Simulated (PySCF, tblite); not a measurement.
**C4H9PSSi: geometry, infrared bands and NMR shifts**

Aim: predict the infrared bands and NMR shifts of C4H9PSSi (`[SiH3]C1=CC[P@@H](=S)C1`).

Computed with tblite 0.8.0 and PySCF 2.14.0, with density-fitted response routines of our own, on a single molecule in the gas phase. Atoms count from 0, in the outputs and in this text.

### Step 1. The molecule as given

16 atoms, charge 0, multiplicity 1; geometry from: force field or distance geometry start.

Bonds of the start (Å): Si0–C1 1.89, C1–C2 1.28, C2–C3 1.48, C3–P4 1.83, P4–S5 1.68, P4–C6 1.83, C6–C1 1.47, Si0–H7 1.47, Si0–H8 1.47, Si0–H9 1.45, C2–H10 1.12, C3–H11 1.09, C3–H12 1.13, P4–H13 1.40, C6–H14 1.12, C6–H15 1.10.

### Step 2. Optimising the geometry with GFN2-xTB

Job settings and geometry (Å):

```
{"job": {"kind": "relax", "xc": "GFN2-xTB", "basis": "xTB"}, "charge": 0, "multiplicity": 1}
Si     2.445700    -0.188900    -0.254400
C      0.571000    -0.165600     0.003600
C     -0.205000    -0.996000    -0.575100
C     -1.644800    -0.848500    -0.276300
P     -1.663800     0.949900     0.074400
S     -2.936900     1.450900     1.055500
C     -0.049900     0.799000     0.916800
H      2.710500    -0.451500    -1.671700
H      2.963900     1.153800     0.028500
H      3.061900    -1.220200     0.552700
H      0.139100    -1.776200    -1.293900
H     -2.343000    -1.116800    -1.073400
H     -1.897700    -1.390500     0.685900
H     -1.433100     1.687300    -1.096700
H     -0.195300     0.352400     1.929800
H      0.469900     1.769800     0.983100
```

The run is started by

```sh
> OMP_NUM_THREADS=1 python probes_run.py task.json out
```

This one command runs all jobs of the session in turn.

Output:

```text
step      E/eV     max force
  0    -559.68119   18.696
  1    -560.90023    7.343
  2    -561.41171    4.648
  3    -561.67330    2.769
  4    -561.74900    1.104
  5    -561.80263    0.562
  6    -561.85362    0.448
  7    -561.86275    0.345
  8    -561.87277    0.285
  9    -561.88038    0.300
 10    -561.88565    0.238
 11    -561.89054    0.203
 12    -561.89435    0.159
 13    -561.89794    0.224
 14    -561.90103    0.164
 15    -561.90390    0.133
 16    -561.90641    0.110
 17    -561.90820    0.162
 18    -561.90923    0.118
 19    -561.90993    0.056
 20    -561.91067    0.069
 21    -561.91160    0.110
 22    -561.91252    0.114
 23    -561.91329    0.065
 24    -561.91399    0.078
 25    -561.91481    0.084
 26    -561.91575    0.091
 27    -561.91671    0.077
 28    -561.91758    0.071
 29    -561.91836    0.078
 30    -561.91903    0.077
 31    -561.91959    0.079
 32    -561.92010    0.077
 33    -561.92074    0.077
 34    -561.92165    0.112
 35    -561.92279    0.112
 36    -561.92379    0.065
 37    -561.92443    0.062
 38    -561.92497    0.067
 39    -561.92567    0.101
 40    -561.92676    0.113
 41    -561.92819    0.089
 42    -561.92949    0.074
 43    -561.93032    0.045
 44    -561.93083    0.049
 45    -561.93134    0.051
 46    -561.93196    0.049
 47    -561.93249    0.045
 48    -561.93285    0.047
 49    -561.93313    0.041
 50    -561.93338    0.038
 51    -561.93367    0.042
 52    -561.93399    0.035
 53    -561.93426    0.041
 54    -561.93448    0.049
 55    -561.93477    0.053
 56    -561.93515    0.051
 57    -561.93563    0.053
 58    -561.93618    0.061
 59    -561.93666    0.052
 60    -561.93697    0.043
 61    -561.93720    0.038
 62    -561.93746    0.037
 63    -561.93774    0.045
 64    -561.93796    0.037
 65    -561.93816    0.028
 66    -561.93833    0.030
 67    -561.93849    0.027
 68    -561.93864    0.025
 69    -561.93880    0.030
 70    -561.93892    0.027
 71    -561.93902    0.021
 72    -561.93913    0.025
 73    -561.93928    0.024
 74    -561.93945    0.041
 75    -561.93962    0.040
 76    -561.93976    0.025
 77    -561.93988    0.031
 78    -561.94005    0.039
 79    -561.94034    0.070
 80    -561.94073    0.080
 81    -561.94107    0.047
 82    -561.94130    0.043
 83    -561.94151    0.043
 84    -561.94182    0.073
 85    -561.94227    0.092
 86    -561.94277    0.067
 87    -561.94332    0.061
 88    -561.94388    0.069
 89    -561.94474    0.121
 90    -561.94575    0.122
 91    -561.94658    0.069
 92    -561.94702    0.103
 93    -561.94767    0.076
 94    -561.94850    0.101
 95    -561.94951    0.094
 96    -561.95019    0.070
 97    -561.95064    0.052
 98    -561.95107    0.082
 99    -561.95144    0.042
100    -561.95181    0.035
101    -561.95202    0.041
102    -561.95228    0.036
103    -561.95244    0.033
104    -561.95259    0.032
105    -561.95276    0.032
106    -561.95305    0.046
107    -561.95343    0.049
108    -561.95377    0.043
109    -561.95398    0.031
110    -561.95410    0.026
111    -561.95420    0.024
112    -561.95432    0.036
113    -561.95449    0.045
114    -561.95470    0.040
115    -561.95492    0.036
116    -561.95505    0.024
117    -561.95514    0.017
118    -561.95519    0.018
119    -561.95523    0.014
120    -561.95526    0.016
121    -561.95530    0.013
122    -561.95533    0.013
123    -561.95536    0.011
124    -561.95538    0.009
```

Wall time 0.77 s (1 thread of Arm Neoverse V2, shared host).

The steps of the relaxation: (not every step is listed)

| step | energy from step 0 (eV) | largest force (eV/Å) |
| --- | --- | --- |
| 0 | 0.0000 | 18.6960 |
| 1 | -1.2190 | 7.3430 |
| 2 | -1.7305 | 4.6484 |
| 3 | -1.9921 | 2.7685 |
| 4 | -2.0678 | 1.1037 |
| 5 | -2.1214 | 0.5616 |
| 6 | -2.1724 | 0.4477 |
| 7 | -2.1816 | 0.3447 |
| 8 | -2.1916 | 0.2846 |
| 19 | -2.2287 | 0.0562 |
| 30 | -2.2378 | 0.0769 |
| 41 | -2.2470 | 0.0887 |
| 52 | -2.2528 | 0.0348 |
| 63 | -2.2565 | 0.0452 |
| 74 | -2.2583 | 0.0406 |
| 85 | -2.2611 | 0.0922 |
| 96 | -2.2690 | 0.0702 |
| 107 | -2.2722 | 0.0488 |
| 118 | -2.2740 | 0.0185 |
| 119 | -2.2740 | 0.0136 |
| 120 | -2.2741 | 0.0156 |
| 121 | -2.2741 | 0.0130 |
| 122 | -2.2741 | 0.0129 |
| 123 | -2.2742 | 0.0114 |
| 124 | -2.2742 | 0.0093 |

Distances of close pairs at the start and the end, largest changes first:

| bond | before (Å) | after (Å) | change (Å) |
| --- | --- | --- | --- |
| P4–S5 | 1.684 | 1.929 | +0.246 |
| C1–C2 | 1.275 | 1.330 | +0.055 |
| C1–C6 | 1.466 | 1.505 | +0.039 |
| C2–H10 | 1.115 | 1.079 | -0.036 |
| C3–H12 | 1.133 | 1.097 | -0.036 |
| C2–C3 | 1.478 | 1.499 | +0.021 |
| C6–H14 | 1.117 | 1.097 | -0.020 |
| P4–C6 | 1.827 | 1.844 | +0.018 |

The end geometry stands in the next job.

### Step 3. Harmonic vibrations with GFN2-xTB

Job settings and geometry (Å):

```
{"job": {"kind": "ir", "xc": "GFN2-xTB", "basis": "xTB"}, "charge": 0, "multiplicity": 1}
Si     2.522547    -0.225779    -0.223673
C      0.646700    -0.177764    -0.076205
C     -0.209005    -0.955450    -0.733774
C     -1.673628    -0.776118    -0.471507
P     -1.747106     0.880453     0.339240
S     -3.146617     1.275577     1.606871
C      0.015089     0.799952     0.877938
H      2.884714    -1.261259    -1.187749
H      2.973319     1.093003    -0.673914
H      3.077497    -0.511105     1.100579
H      0.106826    -1.712588    -1.434535
H     -2.286116    -0.829554    -1.374679
H     -2.053239    -1.525347     0.234253
H     -1.658396     1.731103    -0.772692
H      0.042666     0.423801     1.907541
H      0.497150     1.780022     0.870895
```

Output:

```text
mode    cm-1     km/mol
  1      51.3      5.61
  2      80.7      0.11
  3     126.0      4.88
  4     170.5      3.39
  5     220.8      2.72
  6     242.3      2.50
  7     324.1      0.38
  8     386.6      0.71
  9     469.1     19.01
 10     539.9     56.31
 11     559.8     89.50
 12     677.0      4.77
 13     680.5      1.20
 14     715.7     16.61
 15     745.9      6.12
 16     765.2    172.26
 17     769.2     57.98
 18     779.4    318.26
 19     786.0    329.39
 20     827.8     45.21
 21     841.1     43.80
 22     883.8     15.43
 23     919.2    166.74
 24    1010.2      3.66
 25    1043.2      6.67
 26    1059.8     13.50
 27    1085.1     34.22
 28    1174.5     50.24
 29    1200.0      3.66
 30    1250.5      1.46
 31    1410.8      6.17
 32    1417.2      5.09
 33    1661.0     65.92
 34    2189.1    187.14
 35    2257.5    336.97
 36    2265.5    197.08
 37    2292.8    303.99
 38    2901.4      7.25
 39    2908.8     11.68
 40    2954.4      6.96
 41    2958.2      9.35
 42    3087.7     36.43
```

Wall time 0.51 s (1 thread of Arm Neoverse V2, shared host).

Which atoms move in the most intense modes:

| cm⁻¹ | km/mol | atoms |
| --- | --- | --- |
| 765 | 172.3 | H7 52 %, H9 23 %, H8 12 % |
| 779 | 318.3 | H8 35 %, H7 27 %, H9 25 % |
| 786 | 329.4 | H8 43 %, H9 41 % |
| 919 | 166.7 | H13 46 %, P4 15 % |
| 2189 | 187.1 | H13 97 % |
| 2258 | 337.0 | H8 86 %, H9 10 % |
| 2266 | 197.1 | H9 86 %, H8 11 % |
| 2293 | 304.0 | H7 96 % |

### Step 4. Nuclear shieldings: PBE0/pcSseg-1

Same as in step 3 but for these lines:

```diff
@@ -1,2 +1,2 @@
-{"job": {"kind": "ir", "xc": "GFN2-xTB", "basis": "xTB"}, "charge": 0, "multiplicity": 1}
+{"job": {"kind": "nmr", "xc": "PBE0", "basis": "pcSseg-1"}, "charge": 0, "multiplicity": 1}
 Si     2.522547    -0.225779    -0.223673
```

Level: GIAO PBE0/pcSseg-1 NMR shielding, non-relativistic, gas phase.

Output:

```text
coarse grid: 14800 points
cycle   1  E = -1186.1296132526  dE =  9.325e-01  |g| = 4.394e-01  |ddm| = 3.830e+00
cycle   2  E = -1186.0921340676  dE =  3.748e-02  |g| = 5.720e-01  |ddm| = 1.782e+00
cycle   3  E = -1186.1849812979  dE = -9.285e-02  |g| = 9.616e-02  |ddm| = 1.183e+00
cycle   4  E = -1186.1872238076  dE = -2.243e-03  |g| = 3.731e-02  |ddm| = 1.959e-01
cycle   5  E = -1186.1875975436  dE = -3.737e-04  |g| = 7.845e-03  |ddm| = 5.767e-02
cycle   6  E = -1186.1876135407  dE = -1.600e-05  |g| = 2.867e-03  |ddm| = 1.351e-02
cycle   7  E = -1186.1876152674  dE = -1.727e-06  |g| = 1.090e-03  |ddm| = 3.783e-03
final grid: 128784 points
cycle   8  E = -1186.2319121923  dE = -2.135e-05  |g| = 8.230e-03  |ddm| = 2.975e-02
cycle   9  E = -1186.2318912008  dE =  2.099e-05  |g| = 1.189e-02  |ddm| = 2.474e-02
cycle  10  E = -1186.2319299743  dE = -3.877e-05  |g| = 1.274e-03  |ddm| = 1.679e-02
cycle  11  E = -1186.2319304039  dE = -4.296e-07  |g| = 2.582e-04  |ddm| = 1.993e-03
cycle  12  E = -1186.2319304184  dE = -1.453e-08  |g| = 1.018e-04  |ddm| = 3.444e-04
cycle  13  E = -1186.2319304209  dE = -2.477e-09  |g| = 3.297e-05  |ddm| = 1.523e-04
cycle  14  E = -1186.2319304211  dE = -2.722e-10  |g| = 7.739e-06  |ddm| = 5.363e-05
converged SCF energy = -1186.2319304211

GIAO shielding tensors (ppm)
atom      isotropic    diamagn.    paramagn.     s11        s22        s33       span
  0 Si     423.746     881.035    -457.289    388.324    417.380    465.534     77.210
  1 C       45.279     261.861    -216.582    -60.640     40.311    156.168    216.808
  2 C       39.038     255.409    -216.370    -72.976     55.170    134.922    207.897
  3 C      142.804     257.222    -114.417    116.199    142.135    170.079     53.880
  4 P      300.073     962.174    -662.102    137.335    277.106    485.777    348.442
  5 S      770.108    1055.640    -285.532    645.656    814.145    850.524    204.868
  6 C      141.748     255.444    -113.696    113.820    138.625    172.799     58.979
  7 H       27.616      29.181      -1.564     24.112     26.260     32.476      8.363
  8 H       27.609      29.057      -1.448     24.302     26.137     32.390      8.088
  9 H       27.549      28.903      -1.355     24.166     26.000     32.480      8.314
 10 H       25.330      33.166      -7.837     22.801     25.254     27.935      5.134
 11 H       28.915      30.086      -1.171     25.434     27.316     33.996      8.562
 12 H       29.110      30.598      -1.487     25.923     27.780     33.629      7.706
 13 H       24.458      27.912      -3.454     20.478     22.630     30.267      9.789
 14 H       29.157      31.437      -2.280     25.582     28.734     33.156      7.574
 15 H       28.994      31.667      -2.673     25.104     28.831     33.047      7.943
```

Run time: 28 s. Hardware: 1 thread of Arm Neoverse V2, shared host; peak memory 0.84 GiB.

Shifts follow as δ = σ(reference) − σ, with reference shieldings (ppm) from runs at the same level and on the same kind of geometry: ¹H TMS 31.72, ¹³C TMS 186.9, ²⁹Si TMS 349.2, ³¹P H3PO4 318.4, ³³S CS2 504. The references are single molecules in the gas phase, so shifts against H2O, NH3, PH3, H3PO4 or CFCl3 are not on the usual liquid scales and can be off by tens of ppm. Atoms listed in one row are averaged.

| atoms | environment | σ (ppm) | δ (ppm) | δ scaled to CDCl3 |
| --- | --- | --- | --- | --- |
| C2 | alkene CH | 39.0 | 147.9 | 142.4 |
| C1 | fully substituted alkene carbon | 45.3 | 141.6 | 136.3 |
| C6 | allylic sp3 CH2 bonded to P | 141.7 | 45.2 | 42.2 |
| C3 | allylic sp3 CH2 bonded to P | 142.8 | 44.1 | 41.1 |
| H13 | hydrogen on a phosphorus bonded to 2 C, S, in a 5-membered ring | 24.46 | 7.26 | – |
| H10 | hydrogen on an alkene CH | 25.33 | 6.39 | 6.13 |
| H7, H8, H9 | hydrogen on a silicon bonded to C | 27.59 | 4.13 | – |
| H11 | hydrogen on an allylic sp3 CH2 bonded to P | 28.92 | 2.80 | 2.75 |
| H15 | hydrogen on an allylic sp3 CH2 bonded to P | 28.99 | 2.72 | 2.67 |
| H12 | hydrogen on an allylic sp3 CH2 bonded to P | 29.11 | 2.61 | 2.56 |
| H14 | hydrogen on an allylic sp3 CH2 bonded to P | 29.16 | 2.56 | 2.52 |
| Si0 | silicon bonded to C, 3 H | 423.7 | -74.6 | – |
| P4 | phosphorus bonded to 2 C, S, H, in a 5-membered ring | 300.1 | 18.3 | – |
| S5 | sulfur bonded to P | 770 | -266 | – |

The scaled column applies a straight-line fit of computed shieldings to shifts measured in CDCl3, with any fitted terms for Cl, Br or S neighbours (root-mean-square error 0.16 ppm for H, 1.9 ppm for C).

The run also stored atomic charges by several schemes (e):

| atoms | Mulliken | IAO | Hirshfeld | ESP fit |
| --- | --- | --- | --- | --- |
| Si0 | 0.58 | 0.61 | 0.31 | 0.25 |
| C1 | -0.45 | -0.27 | -0.09 | -0.12 |
| C2 | -0.09 | -0.14 | -0.04 | -0.09 |
| C3 | -0.37 | -0.50 | -0.11 | -0.13 |
| P4 | 0.45 | 0.95 | 0.32 | 0.08 |
| S5 | -0.39 | -0.58 | -0.33 | -0.36 |
| C6 | -0.36 | -0.49 | -0.11 | -0.13 |

Mayer bond orders: Si0–C1 0.87, C1–C2 1.87, C2–C3 1.02, C3–P4 0.89, P4–S5 1.71, P4–C6 0.88, C6–C1 1.01.

Ring of atoms C1, C2, C3, P4, C6: NICS(0) -2.3, NICS(1) -3.6, NICS(1)zz -1.1 ppm (means of both faces; NICS(1) differs between them: -5.2 and -2.0).

Orbitals, density, ELF and potential are computed afterwards from the orbital file.

Frontier orbitals at PBE0/pcSseg-1, with the share of their density that lies nearest to each atom:

| orbital | energy (eV) | lies on |
| --- | --- | --- |
| HOMO | -6.60 | S5 77 % |
| LUMO | -0.73 | C1, C2 about 29 % each; H10 7 % |

ELF in a plane through or near 8 of the atoms.

Ten even steps from '0' (0.00) to '9' (1.00):
```
0000000000000000000000000000
0000000000000000000000000000
0000000000000000000011100000
0000000000000100001355420000
0000000000027850002688863100
0000000000049972013788885200
0000001110028975446751587410
0000012331005518834852597410
0000023101557858556487887400
0000121471883754411365675200
0000133271874431698511221000
0000499733657857547300000000
0002999994014239446620000000
0002999992048966579840000000
0000499960099971168840000000
0000025510089960025410000000
0000000000016700000000000000
0000000000000000000000000000
0000000000000000000000000000
0000000000000000000000000000
```
The map spans 12.0 Å across and 9.6 Å up, centred on the molecule. Atoms in the plane (x, y in Å): Si0 (-2.5, 0.0), C1 (-0.7, -0.1), C2 (0.0, -1.2), C3 (1.5, -1.1), P4 (1.9, 0.7), C6 (0.1, 1.2), H7 (-3.1, -1.3), H10 (-0.4, -2.2).

On the surface of density 0.002 e/bohr³ the electrostatic potential runs, from the 1st to the 99th percentile, from -1.32 V near S5 to 1.21 V near H15.

### Step 5. Outcome

| quantity | value |
| --- | --- |
| strongest single infrared mode (GFN2-xTB) | 2258 cm⁻¹, 337 km/mol |
| zero-point energy (GFN2-xTB) | 69.6 kcal/mol |
| ¹³C shifts against TMS (PBE0/pcSseg-1) | 147.9, 141.6, 45.2, 44.1 ppm |
| ¹H shifts against TMS (PBE0/pcSseg-1, means over atoms taken as alike) | 7.26, 6.39, 4.13, 2.80, 2.72, 2.61, 2.56 ppm |
| ²⁹Si shifts against TMS (PBE0/pcSseg-1) | -74.6 ppm |
| ³¹P shifts against H3PO4 (PBE0/pcSseg-1) | 18.3 ppm |
| ³³S shifts against CS2 (PBE0/pcSseg-1) | -266 ppm |
| surface potential, 1st and 99th percentile | -1.32 V and 1.21 V |

**Reading.** Over 124 steps the energy fell by 2.274 eV; of the close pairs, P4–S5 changed most, 1.684 to 1.929 Å. No mode is imaginary among the 42: a minimum at this level. The strongest single mode, at 2258 cm⁻¹, moves mainly H8. GFN2-xTB is a fitted tight-binding method: band positions and strengths are rough. Its intensities can rank the bands wrongly. At PBE0/pcSseg-1: The largest span, 348 ppm, is at P4, where the paramagnetic term is -662 ppm. By nearest atom (PBE0/pcSseg-1), the HOMO sits on S5 77 % and the LUMO on C1, C2 about 29 % each; H10 7 %.
